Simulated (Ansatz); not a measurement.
# C3H7NSi: ladder of methods at one geometry

How do the methods compare on C3H7NSi, in result and in cost? Aim: a ladder of methods at one geometry, for C3H7NSi, run from a script. SMILES: NC1=C([SiH3])C1.

All numbers are computed with the Python package of Ansatz 0.2.0. The levels of theory stand in the script.

### 1 Starting point

Bond lengths: N1–C2 1.256 Å, C2–C3 1.264 Å, C3–Si4 1.734 Å, C2–C5 1.434 Å, C3–C5 1.470 Å, N1–H6 1.079 Å, N1–H7 1.021 Å, Si4–H8 1.504 Å, Si4–H9 1.429 Å, Si4–H10 1.536 Å, C5–H11 1.056 Å, C5–H12 1.054 Å. Angles (14 of 21 angles, heavy atoms first): N1–C2–C3 157.6°, N1–C2–C5 136.7°, C3–C2–C5 65.7°, C2–C3–Si4 156.6°, C2–C3–C5 62.7°, Si4–C3–C5 140.3°, C2–C5–C3 51.6°, C2–N1–H6 116.0°, C2–N1–H7 118.6°, C3–Si4–H8 110.2°, C3–Si4–H9 117.3°, C3–Si4–H10 109.8°, C2–C5–H11 117.4°, C2–C5–H12 117.6°.

The script holds or builds the structure itself.

### 2 The script

The input, c3h7nsi_methods.py:

```python
from pathlib import Path

import ansatz as az
import numpy as np

geometry_ang = [
    ("N", (-1.1451, 0.8876, -1.6191)),
    ("C", (-0.4331, 0.1986, -0.8468)),
    ("C", (0.0721, -0.1843, 0.2466)),
    ("Si", (0.4342, -0.1186, 1.9407)),
    ("C", (0.4989, -0.8831, -0.9747)),
    ("H", (-1.4862, 1.8334, -1.2286)),
    ("H", (-0.8331, 1.0207, -2.5824)),
    ("H", (-0.1708, 1.1144, 2.5526)),
    ("H", (1.8123, -0.1256, 2.3175)),
    ("H", (-0.2433, -1.2924, 2.6629)),
    ("H", (1.4643, -0.6523, -1.3341)),
    ("H", (0.1068, -1.8535, -1.1005)),
]
system = az.Crystal.molecule()
for symbol, xyz in geometry_ang:
    system = system.atom(symbol, xyz)

base = system.calculation()
base = base.basis(gaussian="def2-SVP")
base = base.scf(lower_state_search="off")

print("functional    E (Ha)        dipole (D)   HOMO (eV)  LUMO (eV)")
for name in ["revpbe", "b3lyp", "hse06", "lc_wpbe", "pbe0", "cam_b3lyp"]:
    summary = base.functional(name).forces().orbitals().run(runs_dir="runs").report
    lines = Path(summary["orbitals_path"]).read_text().splitlines()
    field_of = lambda key: [line.split("=")[1].strip() for line in lines if line.startswith(key)]
    orbitals = [(27.211386 * float(e), s, float(n)) for e, s, n in zip(field_of("Ene="), field_of("Spin="), field_of("Occup="))]
    homo = max(e for e, _, n in orbitals if n > 0.5)
    lumo = min(e for e, _, n in orbitals if n < 0.5)
    dipole = 4.803205 * np.linalg.norm(summary["charge_distribution"]["dipole_moment_e_ang"])
    print(f"{name:10s} {summary['free_energy_ev'] / 27.211386246:14.6f} {dipole:9.3f} {homo:11.3f} {lumo:10.3f}")
```

### 3 The run

Run with:

```sh
> python c3h7nsi_methods.py
```

What it wrote:

```text
functional    E (Ha)        dipole (D)   HOMO (eV)  LUMO (eV)
revpbe        -462.330281     3.806      -4.839     -0.236
b3lyp         -462.462222     3.773      -5.769      0.397
hse06         -462.099618     3.801      -5.622      0.245
lc_wpbe       -462.239966     3.792      -8.581      2.883
pbe0          -462.116118     3.801      -6.017      0.624
cam_b3lyp     -462.346997     3.765      -7.232      1.711
```

It took 38 s on 1 thread of Arm Neoverse N1, shared host; peak memory 0.28 GiB.

### 4 What each run gave

The 6 runs, in the order started:

```csv
run,functional,energy (eV),SCF cycles,CPU time (s)
1,revpbe,-12580.6479,24,4.6
2,b3lyp,-12584.2382,18,6.1
3,hse06,-12574.3712,19,6.9
4,lc_wpbe,-12578.1903,21,5.8
5,pbe0,-12574.8202,19,6
6,cam_b3lyp,-12581.1027,18,7
```

Totals under unlike functionals or potentials can't be compared directly.

The fields below are those of run 1.

### 5 The molecule's orbitals and density

Orbitals, density, ELF and potential are computed afterwards from the orbital file.

Frontier orbitals at revPBE/def2-SVP, with the share of their density that lies nearest to each atom:

| orbital | energy (eV) | lies on |
| --- | --- | --- |
| HOMO-1 | -6.53 | C5 34 %; C3 18 %; H8 12 % |
| HOMO | -4.84 | C3 40 %; N1 16 %; C2 13 % |
| LUMO | -0.24 | C2 22 %; C3 16 %; H6, H7 about 13 % each |

ELF in a plane through or near 8 of the atoms.

Ten even steps from '0' (0.00) to '9' (1.00):
```
0000000000000000000000000000
0000000000000000000000000000
0000000000000000000000000000
0000000266400000279986100000
0000002799930000499999500000
0000002799930000399999600000
0000001599810000299999400000
0000024567522211268986100000
0000699934846867714312100000
0000699966454815926513200000
0000478623544453932134200000
0000011004887767752343100000
0000000015737385210111000000
0000000013553563100000000000
0000000001366531000000000000
0000000000123210000000000000
0000000000000000000000000000
0000000000000000000000000000
0000000000000000000000000000
0000000000000000000000000000
```
The map spans 10.9 Å across and 8.9 Å up, centred on the molecule. Atoms in the plane (x, y in Å): N1 (-2.0, 0.8), C2 (-1.0, 0.1), C3 (0.3, -0.1), Si4 (2.0, 0.3), C5 (-0.6, -1.3), H6 (-1.9, 1.9), H7 (-2.9, 0.4), H8 (2.1, 1.8).

On the surface of density 0.002 e/bohr³ the electrostatic potential runs, from the 1st to the 99th percentile, from -0.64 V near C3 to 2.11 V near H7.

### 6 Outcome

| quantity | value |
| --- | --- |
| runs compared | 6 |
| HOMO-LUMO gap of the mean field (revPBE/def2-SVP) | 4.60 eV |

In words: All 6 runs converged, in 18 to 24 cycles. Notes:
- The geometry is a force-field or estimated start, not a minimum of this method, and the basis set is short of its limit. A lower total doesn't mark the better method: functionals have no common bound, and MP2 and coupled cluster aren't variational.
- b3lyp holds the VWN-RPA fit, as in Gaussian; the form of ORCA and Turbomole is b3lyp5.
- Levels such as HOMO and LUMO are orbital energies: with these approximate functionals they aren't the ionisation energy and electron affinity, and their gap isn't the fundamental gap.
- hse06 follows the composition of plane-wave codes, whose totals differ by tens of mHa, up to about 0.1 Ha, from the form usual in Gaussian-basis programs (wpbeh).
